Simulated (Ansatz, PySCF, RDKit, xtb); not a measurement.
# CH3GaSi−: from the formula to a structure

Task: start from the formula CH3GaSi− (charge -1, odd number of electrons), draw up candidate structures, narrow them down in stages, and characterise the one that lies lowest at 298.15 K.

Plan: many cheap relaxations first (GFN2-xTB), then density-functional screening, relaxation at PBE0-D3(BJ)/def2-SVPD, vibrations and a final energy. The numbers are computed, not measured.

9 further runs of the same task are left out: 3 for a known fault of the program, 6 set aside as unsound or not needed.

## 1. Candidates

All bonding patterns within simple valence rules are listed by program: one Lewis structure each, at most two rings and one unusual centre or charged pair. O–O, O–halogen and N–halogen bonds and N–N–N chains are not drawn. That gives 17 candidates.

c029 [C]#[SiH-][GaH2]; c123 [CH-]=[SiH][GaH]; c208 [SiH2]=[C-][GaH]; c254 [SiH2-][CH][Ga]; c349 [CH-]1[SiH2][Ga]1; c398 [CH]=[Si-][GaH2]; c447 [CH2]1[SiH-][Ga]1; c474 [C]1=[SiH][GaH2-]1; c551 C=[Si-][GaH]; c621 [Si]#[C][GaH3-]; c627 [SiH-]=[CH][GaH]; c671 [CH]1[SiH-][GaH]1; c673 [CH2][SiH-][Ga]; c679 [C]#[Si][GaH3-]; c764 [CH2-][Ga][SiH]; c967 [SiH-]=[C][GaH2].

Candidates are built by distance geometry, with a force field where one applies, in up to four conformers (letters a to d). 16 starts with atoms placed at random are added, to find patterns that the rules miss.

Q: Predict the outcome of this search (final energies at CCSD(T)/def2-SVPD).

| quantity | value |
| --- | --- |
| lowest structure found | [CH2]1[SiH-][Ga]1, doublet, C1 |
| next finalist | [SiH2-][CH][Ga], doublet, 6.4 kcal/mol higher in G |
| share at equilibrium, among the finalists | 100.0 % |
| harmonic wavenumbers, lowest and highest (PBE0-D3(BJ)/def2-SVPD) | 157 and 3123 cm⁻¹ |
| rotational constants, same geometry | 0.487, 0.1081, 0.0922 cm⁻¹ |
| HOMO energy (highest over α and β) (PBE0/def2-TZVPD) | 0.07 eV |
| LUMO energy (lowest over α and β) (PBE0/def2-TZVPD) | 2.45 eV |
| lowest excitation (TD-PBE0/def2-SVPD) | 1.53 eV (f = 0.001) |
| strongest of the states computed, same level | 2.64 eV (f = 0.064) |
| vertical detachment energy | 1.61 eV |
| vertical quartet less doublet | +1.78 eV |

The search ends on `[CH2]1[SiH-][Ga]1`. Among the finalists first place is clear (6.4 kcal/mol); structures outside the list aren't covered. PBE0-D3(BJ)/def2-SVPD, HF/def2-SVPD and MP2/def2-SVPD already put its bonding pattern lowest among the structures in one piece. In an anion, excitations above the detachment energy lie in the continuum and hang on the basis, so they needn't be bound states. The stability test raises a flag; for an open shell a flag towards a general spinor solution can be the free rotation of the spin. Lowest found is not proven lowest: the search is finite, and each finalist counts with one conformer. Patterns outside the rules of the enumeration were met only by chance.
